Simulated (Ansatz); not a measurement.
# C10H22N2OSiTi: how energies converge with the basis set

One table from this session's results is given with a row withheld; the runs are named, their logs left out.

Program: Ansatz 0.2.0, Gaussian basis. Level of theory: one geometry, several basis sets. These are calculated values, not measurements.

Plan: PBE0-D4/def2-SVP; ωB97M-V/def2-SVP; PBE0-D4/def2-QZVPP; ωB97M-V/def2-QZVPP; the functionals' def2-TZVPP values are taken from earlier runs.

### Structure used throughout

An earlier PBE0-D4 in a triple-zeta def2 set relaxation fixed the geometry.

SMILES `C[O][Ti]1234([N](C)C)([N](C)C)[C@@H]5[C@H]1[C@H]2[C@]3([SiH3])[C@@H]54`, 37 atoms, charge 0, spin multiplicity 1.

Atoms are counted from 1 here; the program's logs count them from 0.

Bond lengths: C1–O2 1.387 Å, C1–H16 1.097 Å, C1–H17 1.097 Å, C1–H18 1.099 Å, O2–Ti3 1.830 Å, Ti3–N4 1.915 Å, Ti3–N7 1.903 Å, Ti3–C10 2.391 Å, Ti3–C11 2.419 Å, Ti3–C12 2.415 Å, Ti3–C13 2.395 Å, Ti3–C15 2.357 Å, N4–C5 1.438 Å, N4–C6 1.440 Å, C5–H19 1.090 Å, C5–H20 1.103 Å, C5–H21 1.100 Å, C6–H22 1.103 Å and more. Angles: O2–C1–H16 110.2°, O2–C1–H17 110.9°, O2–C1–H18 111.6°, H16–C1–H17 107.7°, H16–C1–H18 108.2°, H17–C1–H18 108.0°, C1–O2–Ti3 138.6°, O2–Ti3–N4 100.2°, O2–Ti3–N7 109.9°, O2–Ti3–C10 126.7°, O2–Ti3–C11 142.5°, O2–Ti3–C12 112.6°, O2–Ti3–C13 85.4°, O2–Ti3–C15 93.2°, N4–Ti3–N7 100.1°, N4–Ti3–C10 88.1°, N4–Ti3–C11 108.0°, N4–Ti3–C12 141.6° and more.

The first run:

Input file in.yaml:

```yaml
crystal:
  periodic: [false, false, false]
  atoms:
    - {symbol: C, position_ang: [-2.610418, -1.389036, -0.118052]}
    - {symbol: O, position_ang: [-1.385761, -1.074050, 0.453008]}
    - {symbol: Ti, position_ang: [0.042638, 0.020725, 0.119670]}
    - {symbol: N, position_ang: [-0.864493, 1.568813, -0.549053]}
    - {symbol: C, position_ang: [-0.362258, 2.471233, -1.549164]}
    - {symbol: C, position_ang: [-1.897024, 2.176378, 0.250120]}
    - {symbol: N, position_ang: [0.939868, -0.548410, -1.459262]}
    - {symbol: C, position_ang: [0.003706, -0.914455, -2.502619]}
    - {symbol: C, position_ang: [2.286522, -0.811294, -1.882595]}
    - {symbol: C, position_ang: [1.147630, 1.443449, 1.691260]}
    - {symbol: C, position_ang: [2.167259, 0.734184, 1.030432]}
    - {symbol: C, position_ang: [2.017885, -0.634311, 1.344070]}
    - {symbol: C, position_ang: [0.904963, -0.789666, 2.201678]}
    - {symbol: Si, position_ang: [0.176330, -2.374390, 2.837011]}
    - {symbol: C, position_ang: [0.368893, 0.510110, 2.402561]}
    - {symbol: H, position_ang: [-3.349256, -1.604180, 0.663336]}
    - {symbol: H, position_ang: [-2.528875, -2.278739, -0.755100]}
    - {symbol: H, position_ang: [-2.993779, -0.563417, -0.734129]}
    - {symbol: H, position_ang: [0.391828, 1.979924, -2.164736]}
    - {symbol: H, position_ang: [0.097199, 3.369253, -1.103448]}
    - {symbol: H, position_ang: [-1.171783, 2.822189, -2.206619]}
    - {symbol: H, position_ang: [-1.533348, 3.058904, 0.802689]}
    - {symbol: H, position_ang: [-2.296314, 1.466455, 0.978435]}
    - {symbol: H, position_ang: [-2.734355, 2.514838, -0.377540]}
    - {symbol: H, position_ang: [0.218769, -0.366153, -3.431687]}
    - {symbol: H, position_ang: [-1.023593, -0.678470, -2.218338]}
    - {symbol: H, position_ang: [0.055648, -1.988144, -2.732102]}
    - {symbol: H, position_ang: [2.437653, -1.878067, -2.107186]}
    - {symbol: H, position_ang: [3.010989, -0.521242, -1.124508]}
    - {symbol: H, position_ang: [2.523903, -0.256515, -2.802842]}
    - {symbol: H, position_ang: [0.974189, 2.508054, 1.636109]}
    - {symbol: H, position_ang: [2.911534, 1.165131, 0.376985]}
    - {symbol: H, position_ang: [2.632394, -1.438732, 0.966493]}
    - {symbol: H, position_ang: [0.967508, -2.868857, 3.999598]}
    - {symbol: H, position_ang: [-1.214678, -2.138446, 3.296746]}
    - {symbol: H, position_ang: [0.207528, -3.429534, 1.792291]}
    - {symbol: H, position_ang: [-0.518922, 0.736464, 2.976501]}
basis:
  gaussian: {orbitals: def2-SVP}
hamiltonian: {xc: pbe0, dispersion: d4}
output: {orbitals: {seedname: orbitals}}
```

On the command line:

```sh
$ ansatz run in.yaml --threads 11 --pin off --events-out ev --progress --plain --max-ram 110592MiB --backend cuda --devices 0, --max-vram 75GiB
```

Steps of the session up to this table: PBE0-D4 in def2-SVP; ωB97M-V in def2-SVP; PBE0-D4 in def2-QZVPP; ωB97M-V in def2-QZVPP.

One table of the session follows, with a row left open; its other results are not shown here.

| functional | basis | HOMO (eV) |
| --- | --- | --- |
| PBE0-D4 | def2-SVP | -5.80 |
| PBE0-D4 | def2-TZVPP | -5.87 |
| PBE0-D4 | def2-QZVPP | -5.89 |
| ωB97M-V | def2-SVP | -7.97 |
| ωB97M-V | def2-TZVPP | -8.05 |
| ωB97M-V | def2-QZVPP | ? |

**Question.** Estimate the row for ωB97M-V, def2-QZVPP.

As computed: HOMO (eV): -8.06. In the column «HOMO (eV)» it is the lowest.
